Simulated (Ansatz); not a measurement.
Here is an Ansatz input file for BaTiO3, space group Pm-3m. Write the same calculation for the Python package.

```yaml
crystal:
  lattice:
    - [4.006, 0.0, 0.0]
    - [0.0, 4.006, 0.0]
    - [0.0, 0.0, 4.006]
  atoms:
    - { symbol: Ba, position: [0.5, 0.5, 0.5] }
    - { symbol: Ti, position: [0.0, 0.0, 0.0] }
    - { symbol: O, position: [0.5, 0.0, 0.0] }
    - { symbol: O, position: [0.0, 0.5, 0.0] }
    - { symbol: O, position: [0.0, 0.0, 0.5] }
basis:
  ecutwfc: 380.0
  ecutrho_ratio: 8
kpoints:
  mp_grid:
    grid: [3, 3, 3]
hamiltonian:
  xc: pbe
  dispersion: d4
scf:
  algorithm: direct_min
  convergence:
    dr2_threshold: 1.0e-06
  mixing:
    algorithm: anderson
    preconditioner: resta
  occupations:
    method: fixed
dielectric: {}
```

The script, `eps_batio3.py`:
```python
# -*- coding: utf-8 -*-
"""High-frequency dielectric tensor and Born charges of BaTiO3."""

import ansatz as az
import numpy as np

vectors = np.array([
    [4.006, 0.0, 0.0],
    [0.0, 4.006, 0.0],
    [0.0, 0.0, 4.006],
])
cell = (
    az.Lattice.of(vectors)
    .atom("Ba", [0.5, 0.5, 0.5])
    .atom("Ti", [0.0, 0.0, 0.0])
    .atom("O", [0.5, 0.0, 0.0])
    .atom("O", [0.0, 0.5, 0.0])
    .atom("O", [0.0, 0.0, 0.5])
)

# an insulator: whole occupations
model = (
    cell.calculation()
    .functional("pbe", dispersion="d4")
    .basis(380, density_ratio=8)
    .kpoints(3)
    .mixing("anderson", preconditioner="resta")
    .scf(tolerance=1e-06, algorithm="direct_min")
    .occupations("fixed")
    .dielectric()
)
out = model.run(threads=1, pin="off")
response = out.dielectric
eps = np.asarray(response.eps_inf)

print("eps_inf")
print(np.round(eps, 3) + 0.0)
for site, z in zip(out.lattice.sites, response.zstar_e):
    print(f"{site.symbol:2s} Z* trace/3 = {np.trace(z) / 3:+.3f} e")
print(f"charge neutrality missed by {response.zstar_sum_residual_pre_e:.4f} e before the sum rule")
```

```console
$ python eps_batio3.py
DeckWarning: basis.ecutwfc = 380 eV is below the records' recommended 420 eV, and the density's cutoff is lower with it unless basis.ecutrho_ratio is high enough to keep the records' density cutoff: compare with a run at a higher cutoff
eps_inf
[[6.69 0.   0.  ]
 [0.   6.69 0.  ]
 [0.   0.   6.69]]
Ba Z* trace/3 = +2.764 e
Ti Z* trace/3 = +7.376 e
O  Z* trace/3 = -3.380 e
O  Z* trace/3 = -3.380 e
O  Z* trace/3 = -3.380 e
charge neutrality missed by 0.0052 e before the sum rule
```
(Warnings from the package without file and line.)

These settings explore the input space; cutoff and mesh may be short of convergence. The cutoff lies under the one recommended for these potentials. No spin polarisation was allowed. The Fermi level of a run with fixed occupations marks the highest occupied state on its mesh, not mid-gap. Energy and stress may still move on a finer k-point mesh. This is a high-temperature or high-pressure form, not the ambient phase. Pressure is positive in compression. The starting cell is as deposited in a crystallographic database; the results hold for this polymorph, which needn't be the stable one. This is the electronic (clamped-ion) response; a semilocal gap that is too small tends to raise it. The typed mesh is that of the SCF; the response is solved on denser meshes that the run picks. Timing: 43 s on 1 thread of Intel(R) Xeon(R) Processor @ 2.30GHz, on a shared host, peak memory 0.72 GiB.

(Lines on the test bed's own set-up are left out of the output.)
